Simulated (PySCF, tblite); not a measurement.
# Bi₃₃H₁₅: electronic excitations

What do calculations give for the electronic excitations of Bi₃₃H₁₅?

Computed with tblite 0.8.0 and PySCF 2.14.0 and routines of our own; the level stands in each step. Atoms count from 0.

### Step 1. The system as given

48 atoms, charge 0, multiplicity 1; geometry from: force field, distance geometry or constructed start.

### Step 2. Geometry optimisation with GFN2-xTB

The job: settings as JSON, then the geometry in Å.

```
{"job": {"kind": "relax", "xc": "GFN2-xTB", "basis": "xTB"}, "charge": 0, "multiplicity": 1}
Bi     0.004900    -0.106500    -0.858700
Bi    -2.178600     1.153900     0.866000
Bi    -4.345500    -0.107000    -0.856100
Bi    -4.351400    -2.612200     0.866700
Bi    -2.176400    -3.873700    -0.853700
Bi    -0.003300    -2.617100     0.870300
Bi     6.526200     3.664900    -0.860400
Bi     4.354100     4.921800     0.874400
Bi     2.178100     3.661100    -0.857500
Bi     2.172600     1.150500     0.874500
Bi     4.348600    -0.105900    -0.859200
Bi     6.523600     1.149300     0.872900
Bi    -6.529500    -3.871800    -0.852100
Bi    -6.523900    -6.385000     0.870200
Bi    -4.352900    -7.635200    -0.856900
Bi    -2.177300    -6.383800     0.879200
Bi     2.175800    -3.870600    -0.856200
Bi     4.349600    -2.620000     0.871900
Bi     4.350100     7.432800    -0.854600
Bi     2.178200     8.687900     0.875600
Bi    -0.002300     7.434800    -0.855600
Bi    -0.000900     4.920600     0.872700
Bi     6.529500    -3.867900    -0.850500
Bi     2.171200    -6.388700     0.871400
Bi     4.351200    -7.637700    -0.856200
Bi     6.520000    -6.385300     0.875400
Bi    -2.174700     3.665500    -0.857800
Bi    -2.176000     8.687600     0.874100
Bi    -4.350100     7.431400    -0.859100
Bi    -4.349600     4.919500     0.876300
Bi     0.003600    -7.639700    -0.858200
Bi    -6.528000     3.664500    -0.856900
Bi    -6.527100     1.151400     0.871000
H      7.819100     4.407200     0.173300
H      7.818200     0.407800    -0.157000
H     -7.816500    -3.125000     0.166700
H     -7.817800    -7.129600    -0.157800
H     -4.349800    -9.128500     0.167000
H      5.642800     8.172400     0.169500
H      2.170600    10.181000    -0.152500
H      7.816900    -3.129500     0.173400
H      4.356600    -9.136600     0.173300
H      7.821900    -7.128700    -0.157300
H     -2.172800    10.177100    -0.155500
H     -5.645400     8.178000     0.172000
H     -0.001900    -9.129400     0.166200
H     -7.814600     4.408600     0.169000
H     -7.817300     0.408600    -0.151400
```

Run with:

```sh
> OMP_NUM_THREADS=4 python large_run.py task.json out
```

One launch serves the whole session: the jobs run in the order shown.

What it wrote:

```text
step      E/eV     max force
  0   -2363.76788    0.702
  1   -2363.92759    0.544
  2   -2364.16332    0.151
  3   -2364.16937    0.126
  4   -2364.21650    0.220
  5   -2364.23835    0.260
  6   -2364.27706    0.265
  7   -2364.31034    0.186
  8   -2364.33258    0.126
  9   -2364.33888    0.106
 10   -2364.34337    0.097
 11   -2364.35283    0.121
 12   -2364.37018    0.172
 13   -2364.39391    0.183
 14   -2364.41280    0.179
 15   -2364.41991    0.139
 16   -2364.42288    0.081
 17   -2364.42448    0.061
 18   -2364.42622    0.056
 19   -2364.42743    0.059
 20   -2364.42916    0.075
 21   -2364.43205    0.086
 22   -2364.43628    0.076
 23   -2364.43974    0.049
 24   -2364.44104    0.031
 25   -2364.44136    0.022
 26   -2364.44153    0.017
```

Wall time 2.1 s (4 threads of Arm Neoverse N1, shared host); peak memory 0.16 GiB.

Relaxation path:

```
step  energy from step 0 (eV)  largest force (eV/Å)
   0                   0.0000                0.7025
   1                  -0.1597                0.5443
   2                  -0.3954                0.1511
   3                  -0.4015                0.1265
   4                  -0.4486                0.2198
   5                  -0.4705                0.2602
   6                  -0.5092                0.2651
   7                  -0.5425                0.1860
   8                  -0.5647                0.1259
   9                  -0.5710                0.1059
  10                  -0.5755                0.0970
  11                  -0.5849                0.1206
  13                  -0.6260                0.1826
  14                  -0.6449                0.1785
  15                  -0.6520                0.1390
  16                  -0.6550                0.0809
  18                  -0.6583                0.0569
  19                  -0.6596                0.0587
  20                  -0.6613                0.0752
  22                  -0.6684                0.0752
  23                  -0.6719                0.0490
  24                  -0.6732                0.0305
  25                  -0.6735                0.0224
  26                  -0.6737                0.0175
```

Distances of close pairs at the start and the end, largest changes first:

| bond | before (Å) | after (Å) | change (Å) |
| --- | --- | --- | --- |
| Bi15–Bi30 | 3.058 | 2.985 | -0.073 |
| Bi2–Bi32 | 3.054 | 2.981 | -0.073 |
| Bi7–Bi8 | 3.053 | 2.983 | -0.071 |
| Bi6–Bi11 | 3.055 | 2.984 | -0.071 |
| Bi29–Bi31 | 3.054 | 2.983 | -0.071 |
| Bi10–Bi11 | 3.051 | 2.981 | -0.069 |
| Bi26–Bi29 | 3.051 | 2.982 | -0.069 |
| Bi16–Bi23 | 3.054 | 2.985 | -0.069 |

The final coordinates are the input of the step that follows.

### Step 3. Infrared spectrum with GFN2-xTB

The job: settings as JSON, then the geometry in Å.

```
{"job": {"kind": "ir", "xc": "GFN2-xTB", "basis": "xTB"}, "charge": 0, "multiplicity": 1}
Bi     0.000251    -0.099302    -0.843160
Bi    -2.127949     1.128856     0.855981
Bi    -4.250187    -0.102570    -0.843946
Bi    -4.250769    -2.562926     0.855252
Bi    -2.132906    -3.802710    -0.846036
Bi    -0.000405    -2.565783     0.843584
Bi     6.357056     3.595028    -0.840534
Bi     4.237675     4.830202     0.856709
Bi     2.124437     3.588201    -0.842464
Bi     2.128337     1.128922     0.856453
Bi     4.250171    -0.103486    -0.843305
Bi     6.376855     1.130990     0.842423
Bi    -6.381237    -3.806124    -0.821133
Bi    -6.401029    -6.278990     0.850222
Bi    -4.263011    -7.488238    -0.840484
Bi    -2.138159    -6.256838     0.853465
Bi     2.132737    -3.803510    -0.844746
Bi     4.250178    -2.563044     0.857003
Bi     4.244247     7.289335    -0.836638
Bi     2.122151     8.523726     0.857795
Bi    -0.000065     7.281543    -0.833622
Bi    -0.000100     4.822493     0.857381
Bi     6.381644    -3.806744    -0.817830
Bi     2.136914    -6.257433     0.854837
Bi     4.262683    -7.488626    -0.838000
Bi     6.400994    -6.280138     0.853233
Bi    -2.123753     3.588062    -0.843109
Bi    -2.121982     8.524970     0.857237
Bi    -4.243828     7.290045    -0.837200
Bi    -4.237163     4.830256     0.855551
Bi    -0.000146    -7.457066    -0.849200
Bi    -6.357473     3.595699    -0.841081
Bi    -6.375949     1.132125     0.842408
H      7.601594     4.349424     0.208392
H      7.618958     0.389961    -0.221089
H     -7.631957    -3.066388     0.232407
H     -7.646522    -7.000481    -0.225622
H     -4.224117    -8.946389     0.205493
H      5.522523     7.991503     0.210021
H      2.085829     9.979863    -0.192325
H      7.632070    -3.067029     0.236316
H      4.223594    -8.947260     0.207347
H      7.646360    -7.001348    -0.222958
H     -2.084820     9.980315    -0.194028
H     -5.522385     7.991256     0.209559
H     -0.000577    -8.929585     0.173061
H     -7.601818     4.350426     0.207988
H     -7.619108     0.391055    -0.219861
```

What it wrote:

```text
mode    cm-1     km/mol
  1       3.6      0.00
  2       4.9      0.01
  3       7.8      0.26
  4       8.2      0.00
  5       8.9      0.20
  6      12.2      0.00
  7      14.1      0.00
  8      14.5      0.03
  9      17.0      0.01
 10      17.3      0.00
 11      18.6      0.01
 12      19.2      0.03
 13      20.5      0.00
 14      21.2      0.00
 15      21.6      0.00
 16      23.0      0.01
 17      23.7      0.01
 18      24.2      0.11
 19      25.3      0.01
 20      26.0      0.34
 21      26.1      0.00
 22      26.5      0.03
 23      27.8      0.01
 24      29.2      0.00
 25      29.5      0.00
 26      29.6      0.02
 27      30.2      0.02
 28      30.6      0.01
 29      30.8      0.02
 30      31.5      0.25
 31      32.3      0.33
 32      33.2      0.01
 33      34.5      0.00
 34      36.1      0.11
 35      36.3      0.07
 36      37.8      0.10
 37      38.1      0.03
 38      38.4      0.07
 39      40.4      0.01
 40      41.2      0.14
 41      41.9      0.04
 42      42.2      0.00
 43      42.7      0.19
 44      45.0      0.37
 45      45.6      0.01
 46      46.9      0.00
 47      47.7      0.00
 48      49.0      0.00
 49      49.2      0.12
 50      50.9      0.43
 51      52.5      0.00
 52     138.6      0.00
 53     139.1      0.02
 54     139.2      0.01
 55     139.3      0.02
 56     139.3      0.25
 57     139.5      0.04
 58     139.7      0.01
 59     140.0      0.01
 60     140.1      0.03
 61     140.3      0.01
 62     140.4      0.00
 63     140.5      0.17
 64     140.7      0.29
 65     140.8      0.04
 66     140.8      0.17
 67     141.2      0.05
 68     141.2      0.04
 69     141.3      0.01
 70     141.4      0.02
 71     141.5      0.07
 72     141.7      0.26
 73     141.7      0.22
 74     142.1      0.01
 75     142.2      0.09
 76     142.2      0.01
 77     142.4      0.51
 78     142.6      0.08
 79     142.7      0.01
 80     142.9      0.11
 81     142.9      0.03
 82     143.0      0.06
 83     143.1      0.03
 84     143.2      0.11
 85     143.3      0.05
 86     143.4      0.06
 87     144.3      0.40
 88     144.9      0.06
 89     145.0      0.02
 90     145.2      0.02
 91     146.0      0.02
 92     146.4      0.04
 93     149.4      0.00
 94     457.5     35.65
 95     458.7    112.10
 96     470.2     79.69
 97     474.2    256.91
 98     474.4    106.04
 99     476.7     27.07
100     476.9     27.55
101     477.7      2.08
102     478.2    108.82
103     478.6     43.94
104     478.9    148.79
105     479.1     35.91
106     479.9    130.29
107     480.3    125.72
108     480.6    126.18
109     481.0      0.55
110     481.4     12.19
111     482.1      9.51
112     482.6     11.94
113     482.8     40.22
114     483.4     20.19
115     483.4     15.65
116     484.0      4.64
117     484.4     50.12
118     486.8      6.77
119     489.9     25.83
120     490.0      2.03
121     490.8     27.01
122     508.7     16.41
123     509.1     22.79
124    1658.7     23.79
125    1659.8    823.83
126    1660.8      0.61
127    1662.3    844.91
128    1664.7    113.36
129    1665.0     83.66
130    1669.2    635.09
131    1672.0    547.36
132    1674.2    117.48
133    1681.4   1375.65
134    1682.3    202.91
135    1682.5    359.43
136    1686.6   5713.89
137    1689.0   4327.69
138    1695.2    804.56
```

Run time: 19 s. Hardware: 4 threads of Arm Neoverse N1, shared host; peak memory 0.16 GiB.

Which atoms move in the most intense modes:

```
cm⁻¹  km/mol                                   atoms
1660   823.8  H45 21 %, H41 16 %, H37 16 %, H47 11 %
1662   844.9  H45 23 %, H47 14 %, H34 12 %, H35 11 %
1669   635.1  H42 36 %, H36 29 %, H37 17 %, H41 16 %
1672   547.4                      H36 47 %, H42 41 %
1681  1375.7                      H39 36 %, H43 36 %
1687  5713.9  H46 20 %, H33 19 %, H44 12 %, H38 11 %
1689  4327.7  H45 20 %, H33 14 %, H38 12 %, H46 11 %
1695   804.6            H45 26 %, H37 14 %, H41 14 %
```

### Step 4. Electronic excitations: TDDFT PBE/def2-SVP

The job, as its differences from that of step 3:

```diff
@@ -1,2 +1,2 @@
-{"job": {"kind": "ir", "xc": "GFN2-xTB", "basis": "xTB"}, "charge": 0, "multiplicity": 1}
+{"job": {"kind": "uv", "basis": "def2-SVP", "grid": 1, "kgrid": 0, "vcut": null, "nstates": 6, "ntriplets": 2, "tda": false, "delta": ["ip_vertical"], "pop": true, "xc": "PBE"}, "charge": 0, "multiplicity": 1}
 Bi     0.000251    -0.099302    -0.843160
```

Level: TDDFT PBE/def2-SVP, vertical, gas phase, core orbitals frozen in the response.

What it wrote:

```text
start: PBE on a coarse grid of 300698 points
cycle   1  E = -6813.2777068429  dE = -6.812e+02  |g| = 2.242e+01  |ddm| = 8.593e+01
cycle   2  E = -2282.8906601555  dE =  4.530e+03  |g| = 4.375e+01  |ddm| = 4.008e+02
cycle   3  E = -6091.5289891948  dE = -3.809e+03  |g| = 2.958e+01  |ddm| = 4.078e+02
cycle   4  E = -5162.2506636019  dE =  9.293e+02  |g| = 3.211e+01  |ddm| = 2.829e+02
cycle   5  E = -2949.6883955564  dE =  2.213e+03  |g| = 4.467e+01  |ddm| = 4.530e+02
cycle   6  E = -6863.2596135577  dE = -3.914e+03  |g| = 1.687e+01  |ddm| = 3.649e+02
cycle   7  E = -5632.0470584049  dE =  1.231e+03  |g| = 3.227e+01  |ddm| = 1.323e+02
cycle   8  E = -7030.4018728312  dE = -1.398e+03  |g| = 9.627e+00  |ddm| = 1.248e+02
cycle   9  E = -6669.1811833309  dE =  3.612e+02  |g| = 2.636e+01  |ddm| = 4.237e+01
cycle  10  E = -6924.6305650281  dE = -2.554e+02  |g| = 1.667e+01  |ddm| = 2.992e+01
cycle  11  E = -6665.0110259324  dE =  2.596e+02  |g| = 2.799e+01  |ddm| = 5.079e+01
cycle  12  E = -7048.8992270832  dE = -3.839e+02  |g| = 8.061e+00  |ddm| = 4.237e+01
cycle  13  E = -5759.9268315238  dE =  1.289e+03  |g| = 3.807e+01  |ddm| = 9.488e+01
cycle  14  E = -6894.7774265438  dE = -1.135e+03  |g| = 1.706e+01  |ddm| = 8.616e+01
cycle  15  E = -7050.8584651002  dE = -1.561e+02  |g| = 7.510e+00  |ddm| = 2.074e+01
cycle  16  E = -7017.2794792994  dE =  3.358e+01  |g| = 9.326e+00  |ddm| = 2.070e+01
cycle  17  E = -6995.4029056444  dE =  2.188e+01  |g| = 1.255e+01  |ddm| = 2.501e+01
cycle  18  E = -7082.3312552692  dE = -8.693e+01  |g| = 4.437e+00  |ddm| = 1.794e+01
cycle  19  E = -6999.3070775808  dE =  8.302e+01  |g| = 1.290e+01  |ddm| = 2.015e+01
cycle  20  E = -7087.5132955229  dE = -8.821e+01  |g| = 3.379e+00  |ddm| = 1.762e+01
cycle  21  E = -7033.5959374293  dE =  5.392e+01  |g| = 9.507e+00  |ddm| = 1.847e+01
cycle  22  E = -7091.5437612384  dE = -5.795e+01  |g| = 2.194e+00  |ddm| = 1.675e+01
cycle  23  E = -7086.0692465292  dE =  5.475e+00  |g| = 3.844e+00  |ddm| = 9.017e+00
cycle  24  E = -7093.7813426487  dE = -7.712e+00  |g| = 8.293e-01  |ddm| = 7.215e+00
cycle  25  E = -7093.7452774914  dE =  3.607e-02  |g| = 8.834e-01  |ddm| = 2.814e+00
cycle  26  E = -7094.0676287956  dE = -3.224e-01  |g| = 3.296e-01  |ddm| = 2.041e+00
cycle  27  E = -7094.0688234646  dE = -1.195e-03  |g| = 3.349e-01  |ddm| = 9.288e-01
cycle  28  E = -7094.1057682500  dE = -3.694e-02  |g| = 1.236e-01  |ddm| = 6.023e-01
cycle  29  E = -7094.1090304959  dE = -3.262e-03  |g| = 8.554e-02  |ddm| = 2.999e-01
cycle  30  E = -7094.1120494751  dE = -3.019e-03  |g| = 2.249e-02  |ddm| = 1.756e-01
final grid: 300698 points
cycle  31  E = -7094.1094399954  dE =  2.609e-03  |g| = 7.729e-02  |ddm| = 1.952e-01
cycle  32  E = -7094.0736826507  dE =  3.576e-02  |g| = 2.886e-01  |ddm| = 6.820e-01
cycle  33  E = -7094.1118999003  dE = -3.822e-02  |g| = 2.883e-02  |ddm| = 5.324e-01
cycle  34  E = -7094.1122813361  dE = -3.814e-04  |g| = 6.519e-03  |ddm| = 6.076e-02
cycle  35  E = -7094.1122931819  dE = -1.185e-05  |g| = 4.092e-03  |ddm| = 1.561e-02
cycle  36  E = -7094.1122971056  dE = -3.924e-06  |g| = 2.589e-03  |ddm| = 8.724e-03
cycle  37  E = -7094.1123001222  dE = -3.017e-06  |g| = 7.898e-04  |ddm| = 4.925e-03
cycle  38  E = -7094.1122995856  dE =  5.366e-07  |g| = 2.320e-04  |ddm| = 1.673e-03
cycle  39  E = -7094.1122991494  dE =  4.362e-07  |g| = 9.323e-05  |ddm| = 5.413e-04
converged SCF energy = -7094.1122991494

Static polarisability (au): isotropic 2133.522, principal 942.463 2532.442 2925.662

Singlet excitations
state   eV       nm        f      main configurations
  1   2.2388    553.8   0.00002   H->L 0.94
  2   2.2581    549.1   0.01752   H->L+1 0.79, H-3->L 0.08
  3   2.2724    545.6   0.00010   H->L+2 0.72, H-2->L 0.17
  4   2.2748    545.0   0.00038   H-1->L 0.79, H->L+3 0.11
  5   2.2816    543.4   0.00482   H-1->L+1 0.73, H-2->L 0.14
  6   2.2820    543.3   0.00078   H->L+3 0.67, H-3->L 0.11, H-1->L 0.09

Triplet excitations (Tamm-Dancoff, eV): 2.1684 2.1709
```

Wall time 5.8 min (4 threads of Arm Neoverse N1, shared host); peak memory 3.4 GiB.

Warnings kept with the result: ip_vertical: open-shell SCF did not converge.

Frontier orbitals and where they lie:

| orbital | eV | atoms |
| --- | --- | --- |
| HOMO−4 | -5.04 | Bi21 14 %, Bi8 10 %, Bi26 9 % |
| HOMO−3 | -5.04 | Bi17 8 %, Bi2 8 %, Bi10 8 % |
| HOMO−2 | -5.01 | Bi5 13 %, Bi0 10 %, Bi16 9 % |
| HOMO−1 | -5.00 | Bi5 6 %, Bi9 6 %, Bi1 6 % |
| HOMO | -4.97 | Bi5 7 %, Bi26 6 %, Bi8 6 % |
| LUMO | -2.76 | Bi26 8 %, Bi8 8 %, Bi5 6 % |
| LUMO+1 | -2.75 | Bi5 14 %, Bi0 8 %, Bi8 7 % |
| LUMO+2 | -2.72 | Bi0 10 %, Bi9 8 %, Bi1 8 % |
| LUMO+3 | -2.72 | Bi1 8 %, Bi9 8 %, Bi0 8 % |

With each of the 6 states as a Gaussian band of 0.4 eV half-width at 1/e, the curve within the window shown has maxima at 547 nm (ε 960) L/(mol cm). Beyond the last state computed it falls off for lack of states. The curve at chosen wavelengths:

```json
{"nm": "480", "ε (L/mol/cm)": "508"}
{"nm": "491", "ε (L/mol/cm)": "626"}
{"nm": "502", "ε (L/mol/cm)": "735"}
{"nm": "513", "ε (L/mol/cm)": "827"}
{"nm": "524", "ε (L/mol/cm)": "896"}
{"nm": "535", "ε (L/mol/cm)": "939"}
{"nm": "546", "ε (L/mol/cm)": "956"}
{"nm": "557", "ε (L/mol/cm)": "947"}
{"nm": "568", "ε (L/mol/cm)": "917"}
{"nm": "579", "ε (L/mol/cm)": "869"}
{"nm": "590", "ε (L/mol/cm)": "809"}
{"nm": "601", "ε (L/mol/cm)": "741"}
{"nm": "612", "ε (L/mol/cm)": "670"}
{"nm": "624", "ε (L/mol/cm)": "591"}
{"nm": "635", "ε (L/mol/cm)": "520"}
{"nm": "646", "ε (L/mol/cm)": "454"}
{"nm": "657", "ε (L/mol/cm)": "393"}
{"nm": "668", "ε (L/mol/cm)": "337"}
{"nm": "679", "ε (L/mol/cm)": "288"}
{"nm": "690", "ε (L/mol/cm)": "244"}
{"nm": "701", "ε (L/mol/cm)": "206"}
{"nm": "712", "ε (L/mol/cm)": "173"}
{"nm": "723", "ε (L/mol/cm)": "145"}
{"nm": "734", "ε (L/mol/cm)": "121"}
{"nm": "745", "ε (L/mol/cm)": "101"}
{"nm": "756", "ε (L/mol/cm)": "84"}
```

Further results of this job:

```csv
property,computed
dipole moment (D),0.34
polarisability (Å³),316.16
HOMO–LUMO gap (eV),2.21
−ε(HOMO) (eV),4.97
```

### Step 5. Summary of results

```
                                 quantity                        value
strongest single infrared mode (GFN2-xTB)       1687 cm⁻¹, 5714 km/mol
             zero-point energy (GFN2-xTB)                67.2 kcal/mol
            lowest singlet (PBE/def2-SVP)  2.24 eV (554 nm), f = 0.000
 brightest single state of those computed  state 2, 2.26 eV, f = 0.018
                           lowest triplet                      2.17 eV
```

What this shows: All 138 modes are real, so the xTB geometry is a minimum. Unscaled tight-binding wavenumbers are off by several per cent, some by more. Its intensities can rank the bands wrongly. The first singlet state (HOMO→LUMO 0.94) lies at 2.24 eV and is dark; of the 6 states computed, the strongest absorption comes from states 2 to 5 together at 2.26 eV. State 2 absorbs in the visible (549 nm). The lowest triplet lies 0.07 eV below the lowest singlet (triplets in Tamm-Dancoff, singlets in full TDDFT). Spin-orbit coupling, left out, mixes singlets and triplets in elements this heavy.
